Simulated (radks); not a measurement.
# Ar²⁺ in [Ne] 3s1 3p4 4f1: an all-electron calculation

An exercise on one series of results from a longer session: the logs are not shown, and one member is left open.

Method: scalar-relativistic Kohn-Sham, exchange-only PBE, spin-polarised, spherical densities, point nucleus; open shells are filled with parallel spins first. Code: radks (a radial shooting solver on a logarithmic mesh, Libxc functionals) version 1.

### What is computed

```
element       : argon (Z = 18)
charge        : +2
electrons     : 16
configuration : [Ne] 3s1 3p4 4f1
```

Outer shells as boxes (Hund's rule):

Ar²⁺
```
[Ne] core
3s [↑ ]
3p [↑↓][↑ ][↑ ]
4f [↑ ][  ][  ][  ][  ][  ][  ]
```

The first run:

Input:

```text
Z 18
configuration [Ne] 3s1 3p4 4f1 4s0 3d0
relativity scalar-relativistic
functional pbe,
spin polarised
nucleus point
c 137.035999084
```

Among the steps run: Self-consistent calculation.

One of the session's tables, all rows but one given; the rest of the session is left out.

It belongs to the step «Radial structure». Radial moments (bohr):

| level | <r> | outermost maximum (interpolated) | 90 % within | nodes |
| --- | --- | --- | --- | --- |
| 1s up | 0.08573 | 0.0561 | 0.153 | 0 |
| 1s down | 0.08572 | 0.0561 | 0.153 | 0 |
| 2s up | 0.4137 | 0.338 | 0.646 | 1 |
| 2s down | 0.4133 | 0.338 | 0.645 | 1 |
| 2p up | 0.3760 | 0.280 | 0.623 | 0 |
| 2p down | 0.3755 | 0.281 | 0.622 | 0 |
| 3s up | 1.284 | 1.13 | 1.90 | 2 |
| 3s down | 1.302 | 1.13 | 1.95 | 2 |
| 3p up | ? | ? | ? | ? |
| 3p down | 1.424 | 1.20 | 2.18 | 1 |
| 3d up | 1.667 | 1.30 | 2.68 | 0 |
| 3d down | 1.803 | 1.36 | 2.94 | 0 |
| 4s up | 3.256 | 2.95 | 4.72 | 3 |
| 4s down | 3.244 | 3.00 | 4.66 | 3 |
| 4f up | 5.611 | 5.00 | 8.25 | 0 |

**Question.** Estimate the row for 3p up.

The run gave: <r>: 1.386; outermost maximum (interpolated): 1.19; 90 % within: 2.10; nodes: 1. In the column «<r>» it lies between 3s down (1.302) and 3p down (1.424).
